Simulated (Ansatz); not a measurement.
# Al5N: the cost of one run

Computed with Ansatz 0.2.0 (DFT PBE, scalar-relativistic, plane waves, PAW, unless a step's input says otherwise).

**1. The system as given**

The structure is trigonal, space group P321 (No. 150). Conventional cell: a = 4.256 Å, b = 4.256 Å, c = 6.292 Å, α = 90.00°, β = 90.00°, γ = 120.00°. Around Al (site symmetry 2) lie 4 Al at 2.14 Å. Around Al (site symmetry 3) lie 3 N at 2.56 Å and 6 Al at 2.73 to 2.84 Å. N (site symmetry 32) has 6 Al at 2.56 Å as nearest neighbours.

Structure file:

```
Al N
1.0
     4.25576    0.00000    0.00000
    -2.12788    3.68560    0.00000
     0.00000    0.00000    6.29202
Al N
5 1
Direct
  0.47120 0.00000 0.00000
  0.00000 0.47120 0.00000
  0.52880 0.52880 0.00000
  0.33333 0.66667 0.38616
  0.66667 0.33333 0.61384
  0.00000 0.00000 0.50000
```

Recipe of the guess: random cell by space group and Wyckoff sites (P321, No. 150). Lengths come from tabulated atomic sizes and are only a guess.

**2. Probe: one point on a coarse mesh**

The input, input.yaml:

```yaml
crystal:
  lattice:
    - [4.25576234, 0.0, 0.0]
    - [-2.12788117, 3.6855983, 0.0]
    - [0.0, 0.0, 6.29202407]
  atoms:
    - { symbol: Al, position: [0.47119892, 0.0, 0.0] }
    - { symbol: Al, position: [0.0, 0.47119892, 0.0] }
    - { symbol: Al, position: [0.52880108, 0.52880108, 0.0] }
    - { symbol: Al, position: [0.33333333, 0.66666667, 0.3861637] }
    - { symbol: Al, position: [0.66666667, 0.33333333, 0.6138363] }
    - { symbol: "N", position: [0.0, 0.0, 0.5] }
basis:
  ecutwfc: 420
kpoints:
  mp_grid: { grid: [6, 6, 4] }
hamiltonian:
  xc: pbe
scf:
  occupations: { method: gaussian, width: 0.1 }
  lower_state_search: "off"
output:
  forces: true
  stress: true
  eigenvalues: true
```

Started as:

```sh
$ ansatz run input.yaml --threads 1 --pin off --max-ram 2560MiB --backend cpu --events-out ev --progress --plain --runs-dir out
```

Q: Estimate wall time and peak memory on 1 thread of Intel Xeon at 2.70GHz, shared host.

About 3.8 s, with a peak of 0.33 GiB.
